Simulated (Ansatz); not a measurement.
# AlAsH: the cost of one run

Computed with Ansatz 0.2.0, Gaussian basis. Level: def2-QZVPP, all electrons in the functionals.

Plan: PBE, BLYP, r2SCAN, B97M-V, PBE0, B3LYP, wB97M-V, at charge 0, doublet; charge 0, quartet; charge 1, singlet; charge 1, triplet.

8 further runs of the same task are left out: 8 set aside as unsound or not needed.

## 1. The system

The geometry is a PBE0/def2-TZVP stationary point (not a proven minimum). No spin-orbit coupling is included. The filled d shell of As may be among the frozen orbitals whatever the setting's name suggests; the logs give the count.

3 atoms, charge 0, spin multiplicity 2.

Atoms are counted from 1 here; the program's logs count them from 0.

Bond lengths: Al1–As2 2.281 Å, As2–H3 1.561 Å. Angles: Al1–As2–H3 68.1°.

No dispersion term is added; B97M-V, wB97M-V hold VV10 nonlocal correlation. B3LYP takes the VWN-RPA correlation.

The geometry shown and the zero of energy belong to the point charge 0, doublet. The yardstick, RCCSD(T), and other wave-function levels (R restricted, U unrestricted, valence and pair active spaces) come from earlier runs.

## 2. PBE, charge 0, doublet

Input file in.yaml:

```yaml
crystal:
  periodic: [false, false, false]
  atoms:
    - {symbol: Al, position_ang: [0.000000, -0.010984, 1.677500]}
    - {symbol: As, position_ang: [0.000000, -0.015337, -0.603790]}
    - {symbol: H, position_ang: [0.000000, 1.434043, -0.024416]}
basis:
  gaussian: {orbitals: "def2-QZVPP.json"}
magnetization: {spin_polarized: true, initial_magnetization: 1}
hamiltonian: {xc: {name: PBE}}
output: {orbitals: {seedname: orbitals}}
```

Started as:

```console
ansatz run in.yaml --threads 1 --pin off --events-out ev --progress --plain --max-ram 2393MiB
```

Q: Estimate wall time and peak memory on 1 thread of Intel Xeon 6975P-C, shared host.

About 6.5 s, with a peak of 0.4 GiB.
